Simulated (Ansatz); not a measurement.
# InGa3P4: the cost of one run

Computed with Ansatz 0.2.0 (DFT PBE, scalar-relativistic, plane waves, PAW, unless a step's input says otherwise).

## 1. The starting structure

Symmetry: P-43m, No. 215, cubic system. Conventional cell: a = 5.621 Å, b = 5.621 Å, c = 5.621 Å, α = 90.00°, β = 90.00°, γ = 90.00°. Around In (site symmetry -43m) lie 4 P at 2.53 Å. Around Ga (site symmetry -42m) lie 4 P at 2.40 Å. P (site symmetry 3m) has 3 Ga at 2.40 Å and 1 In at 2.53 Å as nearest neighbours.

As a file:

```
In Ga P
1.0
     5.62090    0.00000    0.00000
     0.00000    5.62090    0.00000
     0.00000    0.00000    5.62090
In Ga P
1 3 4
Direct
  0.50000 0.50000 0.50000
  0.00000 0.00000 0.50000
  0.00000 0.50000 0.00000
  0.50000 0.00000 0.00000
  0.76001 0.76001 0.76001
  0.76001 0.23999 0.23999
  0.23999 0.76001 0.23999
  0.23999 0.23999 0.76001
```

It is the end of an earlier relaxation with the same method, from a generated guess; it is a trial structure. At a tolerance of 0.02 Å it has space group P-43m (No. 215); it has 22.20 Å³/atom, an uncorrected energy of -0.36 eV/atom over the elements and, on its mesh, gap 1.05 eV.

## 2. Point at V/V0 = 0.97

File input.yaml:

```yaml
crystal:
  lattice:
    - [5.5641173705, 0.0, 0.0]
    - [0.0, 5.5641173705, 0.0]
    - [0.0, 0.0, 5.5641173705]
  atoms:
    - { symbol: In, position: [0.5, 0.5, 0.5] }
    - { symbol: Ga, position: [0.0, 0.0, 0.5] }
    - { symbol: Ga, position: [0.0, 0.5, 0.0] }
    - { symbol: Ga, position: [0.5, 0.0, 0.0] }
    - { symbol: P, position: [0.760013, 0.760013, 0.760013] }
    - { symbol: P, position: [0.760013, 0.239987, 0.239987] }
    - { symbol: P, position: [0.239987, 0.760013, 0.239987] }
    - { symbol: P, position: [0.239987, 0.239987, 0.760013] }
basis:
  ecutwfc: 420
kpoints:
  mp_grid: { grid: [6, 6, 6] }
hamiltonian:
  xc: pbe
scf:
  occupations: { method: gaussian, width: 0.02 }
output:
  forces: true
  stress: true
  eigenvalues: true
relax:
  adjacent_minimum: "off"
  f_tol: 0.01
  max_steps: 30
```

Started as:

```console
ansatz run input.yaml --threads 4 --pin off --max-ram 8192MiB --backend cpu --events-out ev --progress --plain --runs-dir out
```

Q: Estimate wall time and peak memory on 4 threads of Arm Neoverse V2, shared host.

About 7.7 s, with a peak of 0.53 GiB.
